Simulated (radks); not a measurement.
# Pm⁺ in [Xe] 4f5 6s0.75 5f0.25: an all-electron calculation

Wanted: eigenvalues, radial structure and energy terms of the promethium ion Pm+.

Method: Dirac Kohn-Sham, BLYP, spin-unpolarised, spherical densities, finite nucleus; open shells fill j = l - 1/2 first. Code: radks (a radial shooting solver on a logarithmic mesh, Libxc functionals) version 1.

## (1) Starting point

```
element            : promethium (Z = 61)
charge             : +1
electrons          : 60
configuration      : [Xe] 4f5 6s0.75 5f0.25
nuclear rms radius : 4.962 fm
```

## (2) The run

Settings of this run:

```text
Z 61
configuration [Xe] 4f5 6s0.75 5f0.25
relativity Dirac
functional b88,lyp
spin unpolarised
j_filling energy
nucleus finite rms 4.962 fm
c 137.035999084
```

Run with:

```bash
> python run_ks.py task.json out
```

This one command runs every case of the session in turn.

Q: Predict the outcome of this run.

**Answer**, as computed:

| quantity | value |
| --- | --- |
| total energy | -10027.0881 hartree |
| exchange-correlation share of it | 2.30 % |
| −T/E | 1.0813 |
| highest occupied level | 5f5/2, -1.691 eV |
| most extended occupied level | 5f5/2, <r> = 10.9 bohr |
| radius at density 0.001 e/bohr³ | 4.35 bohr |
| maxima of the radial density | 4 |

**Reading.** 6 principal shells are occupied and 4 maxima appear in the radial density; where shells overlap, one shows as a shoulder or not at all. −T/E is 1.081: with relativity the kinetic term as defined here no longer equals −E. This is not the tabulated ground configuration, so its levels and sizes aren't those of the ground state, and no measured value stands beside it.
